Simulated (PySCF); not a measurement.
# CoH5S5 ([Co(SH)5]3-): the cost of one run

Programs: PySCF 2.14.0, with routines of our own; each step states its level. All values are computed. Atoms count from 0.

## 1. The starting structure

11 atoms, charge -3, states of the metal's open shell are computed; geometry from: model geometry, bond lengths from ionic radii.

## 2. Ligand-field states: state-averaged CASSCF in water

The job: settings as JSON, then the geometry in Å.

```
{"job": {"kind": "lf", "basis": {"metal": "x2c-TZVPall", "ligand": "x2c-SVPall"}, "nevpt": true, "solvent": "water"}, "charge": -3, "metal": "Co", "open_shell": "d7"}
Co     0.000000     0.000000     0.000000
S      0.000000     0.000000     2.425000
H      1.320000     0.000000     2.675000
S      2.388159     0.000000    -0.421097
H      2.634361     1.320000    -0.464509
S     -2.388159     0.000000    -0.421097
H     -2.634361    -1.320000    -0.464509
S      0.000000     2.388159    -0.421097
H     -1.320000     2.634361    -0.464509
S     -0.000000    -2.388159    -0.421097
H      1.320000    -2.634361    -0.464509
```

Level: state-averaged CASSCF of the metal d shell, SC-NEVPT2 on the averaged canonical orbitals, state-interaction spin-orbit coupling.

On the command line:

```
OMP_NUM_THREADS=1 python lf_run.py task.json out
```

The driver reads the jobs from task.json and runs them one after another.

**Question.** How long does this first job take on 1 thread of Arm Neoverse V2, shared host, and how much memory does it need?

About 15 s, with a peak of 0.42 GiB.
